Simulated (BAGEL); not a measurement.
# HF/3-21G (density fitting with qzvpp-jkfit) run of AlNH3F3 (SMILES [NH3]->[Al]([F])([F])[F])

What is the vertical singlet–triplet gap of AlNH3F3 at HF/3-21G (density fitting with qzvpp-jkfit)? 

The calculation is run with BAGEL 1.2.2.

2 further runs of the same task are left out: 1 that didn't finish, 1 set aside as unsound or not needed.

## 1. The molecule

The species is AlNH3F3 (8 atoms), meant as a singlet with charge 0. SMILES: `[NH3]->[Al]([F])([F])[F]`. Geometry: a GFN2-xTB relaxation, a rough one for these elements and not checked as a minimum.

Bond lengths: Al1–N2 2.030 Å, Al1–F6 1.648 Å, Al1–F7 1.648 Å, Al1–F8 1.648 Å, N2–H3 1.016 Å, N2–H4 1.016 Å, N2–H5 1.017 Å. Some angles: N2–Al1–F6 98.9°, N2–Al1–F7 98.9°, N2–Al1–F8 98.7°, F6–Al1–F7 117.5°, F6–Al1–F8 117.8°, F7–Al1–F8 117.7°, Al1–N2–H3 110.2°, Al1–N2–H4 110.5°, Al1–N2–H5 110.3°, H3–N2–H4 108.6°.

## 2. A single-point energy at HF/3-21G (density fitting with qzvpp-jkfit)

Contents of hf.json:

```json
{ "bagel" : [

{
  "title" : "molecule",
  "basis" : "3-21g",
  "df_basis" : "qzvpp-jkfit",
  "angstrom" : true,
  "geometry" : [
    { "atom" : "Al", "xyz" : [      -0.002180,       0.003550,      -1.052110 ] },
    { "atom" : "N", "xyz" : [       0.002530,      -0.003630,       0.977650 ] },
    { "atom" : "H", "xyz" : [      -0.948960,       0.038470,       1.331550 ] },
    { "atom" : "H", "xyz" : [       0.516110,       0.797710,       1.334490 ] },
    { "atom" : "H", "xyz" : [       0.441120,      -0.852230,       1.325950 ] },
    { "atom" : "F", "xyz" : [       1.624960,      -0.017620,      -1.311710 ] },
    { "atom" : "F", "xyz" : [      -0.794450,       1.426890,      -1.300540 ] },
    { "atom" : "F", "xyz" : [      -0.839140,      -1.393140,      -1.305290 ] }
  ]
},

{
  "title" : "hf"
},

{
  "title" : "print",
  "file" : "orbitals.molden",
  "orbitals" : true
}

]}
```

Run with:

```
$ BAGEL_NUM_THREADS=1 BAGEL hf.json > hf.out
```

The log of the run:

```text
* using 1 threads per process

  ===============================================================
  ===============================================================

  *** Geometry ***

  { "atom" : "Al", "xyz" : [     -0.004120,      0.006709,     -1.988200 ] },
  { "atom" : "N", "xyz" : [      0.004781,     -0.006860,      1.847491 ] },
  { "atom" : "H", "xyz" : [     -1.793275,      0.072698,      2.516265 ] },
  { "atom" : "H", "xyz" : [      0.975307,      1.507453,      2.521821 ] },
  { "atom" : "H", "xyz" : [      0.833596,     -1.610481,      2.505682 ] },
  { "atom" : "F", "xyz" : [      3.070729,     -0.033297,     -2.478773 ] },
  { "atom" : "F", "xyz" : [     -1.501293,      2.696431,     -2.457664 ] },
  { "atom" : "F", "xyz" : [     -1.585745,     -2.632653,     -2.466641 ] },

  Number of auxiliary basis functions:      490

  Since a DF basis is specified, we compute 2- and 3-index integrals:
    o Being stored without compression. Storage requirement is 0.012 GB

  Number of basis functions:       55
  Number of electrons      :       50

    * METHOD: MOLECULE                             0.19

  *** RHF ***

  === Nuclear Repulsion ===
   251.0579896511

      * DIIS with orbital gradients will be used.

  === RHF iteration (3-21g) ===
      0       -593.23129197          0.03407907           0.05
      1       -593.43379939          0.01770670           0.04
      2       -593.49643888          0.00099641           0.04
      3       -593.49691368          0.00030166           0.04
      4       -593.49693665          0.00007390           0.04
      5       -593.49693976          0.00001220           0.04
      6       -593.49693984          0.00000193           0.04
      7       -593.49693985          0.00000053           0.04
      8       -593.49693985          0.00000016           0.04
      9       -593.49693985          0.00000004           0.04
     10       -593.49693985          0.00000001           0.04
     11       -593.49693985          0.00000000           0.04
    * SCF iteration converged.

    * Permanent dipole moment:
           (   -0.005007,     0.013747,    -2.515205) a.u.

    * METHOD: HF                                   0.61

    * METHOD: PRINT                                0.01

  ===============================================================
```

Wall time 1.1 s (1 thread of AMD EPYC 7B13 (Zen 3), shared host); peak memory 0.087 GiB.

## 3. The triplet

Contents of job.json:

```json
{ "bagel": [

{
  "title": "molecule",
  "basis": "3-21g",
  "df_basis": "qzvpp-jkfit",
  "angstrom": true,
  "geometry": [
    { "atom": "Al", "xyz": [      -0.002180,       0.003550,      -1.052110 ] },
    { "atom": "N", "xyz": [       0.002530,      -0.003630,       0.977650 ] },
    { "atom": "H", "xyz": [      -0.948960,       0.038470,       1.331550 ] },
    { "atom": "H", "xyz": [       0.516110,       0.797710,       1.334490 ] },
    { "atom": "H", "xyz": [       0.441120,      -0.852230,       1.325950 ] },
    { "atom": "F", "xyz": [       1.624960,      -0.017620,      -1.311710 ] },
    { "atom": "F", "xyz": [      -0.794450,       1.426890,      -1.300540 ] },
    { "atom": "F", "xyz": [      -0.839140,      -1.393140,      -1.305290 ] }
  ]
},

{ "title": "uhf", "nopen": 2 },

{ "title": "print", "file": "orbitals.molden", "orbitals": true }

]}
```

Run with:

```
$ BAGEL_NUM_THREADS=1 BAGEL job.json > job.out
```

The log of the run:

```text
* using 1 threads per process

  ===============================================================
  ===============================================================

  *** Geometry ***

  { "atom" : "Al", "xyz" : [     -0.004120,      0.006709,     -1.988200 ] },
  { "atom" : "N", "xyz" : [      0.004781,     -0.006860,      1.847491 ] },
  { "atom" : "H", "xyz" : [     -1.793275,      0.072698,      2.516265 ] },
  { "atom" : "H", "xyz" : [      0.975307,      1.507453,      2.521821 ] },
  { "atom" : "H", "xyz" : [      0.833596,     -1.610481,      2.505682 ] },
  { "atom" : "F", "xyz" : [      3.070729,     -0.033297,     -2.478773 ] },
  { "atom" : "F", "xyz" : [     -1.501293,      2.696431,     -2.457664 ] },
  { "atom" : "F", "xyz" : [     -1.585745,     -2.632653,     -2.466641 ] },

  Number of auxiliary basis functions:      490

  Since a DF basis is specified, we compute 2- and 3-index integrals:
    o Being stored without compression. Storage requirement is 0.012 GB

  Number of basis functions:       55
  Number of electrons      :       50

    * METHOD: MOLECULE                             0.17

  *** Open-shell HF ***

  === Nuclear Repulsion ===
   251.0579896511

      * DIIS with orbital gradients will be used.

  === UHF iteration (3-21g) ===
      0       -592.73623559          0.06780319           0.08
      1       -592.96486212          0.04782037           0.07
      2       -593.05488371          0.03015353           0.08
      3       -593.10799568          0.00269884           0.08
      4       -593.11556826          0.00156952           0.07
      5       -593.11828211          0.00073378           0.08
      6       -593.11869265          0.00039203           0.07
      7       -593.11879927          0.00011518           0.08
      8       -593.11880910          0.00002986           0.08
      9       -593.11880984          0.00001133           0.08
     10       -593.11881001          0.00000536           0.08
     11       -593.11881006          0.00000248           0.08
     12       -593.11881008          0.00000095           0.08
     13       -593.11881008          0.00000055           0.08
     14       -593.11881008          0.00000035           0.08
     15       -593.11881008          0.00000025           0.08
     16       -593.11881008          0.00000014           0.08
     17       -593.11881008          0.00000008           0.07
     18       -593.11881008          0.00000004           0.08
     19       -593.11881008          0.00000003           0.08
     20       -593.11881008          0.00000002           0.08
     21       -593.11881008          0.00000001           0.09
    * SCF iteration converged.

    * S^2 (UHF) is 2.0045

    * Permanent dipole moment:
           (   -0.000175,     0.007068,    -1.815878) a.u.

    * METHOD: UHF                                  1.85

    * METHOD: PRINT                                0.01

  ===============================================================
```

It took 2.3 s on 1 thread of AMD EPYC 7B13 (Zen 3), shared host; peak memory 0.089 GiB.

## 4. Summary of results

Level: HF/3-21G (density fitting with qzvpp-jkfit).

| quantity | value |
| --- | --- |
| singlet: total energy | -593.49694 Eh |
| singlet: dipole moment | 6.39 D |
| singlet: HOMO energy | -14.84 eV |
| singlet: LUMO energy | 4.12 eV |
| singlet: HOMO–LUMO gap | 18.96 eV |
| triplet: total energy | -593.11881 Eh |
| triplet: dipole moment | 4.62 D |
| triplet: ⟨S²⟩ | 2.005 |
| vertical energy of the triplet above the singlet | 10.289 eV |

At this shape the triplet lies 10.29 eV (993 kJ/mol) above the singlet.
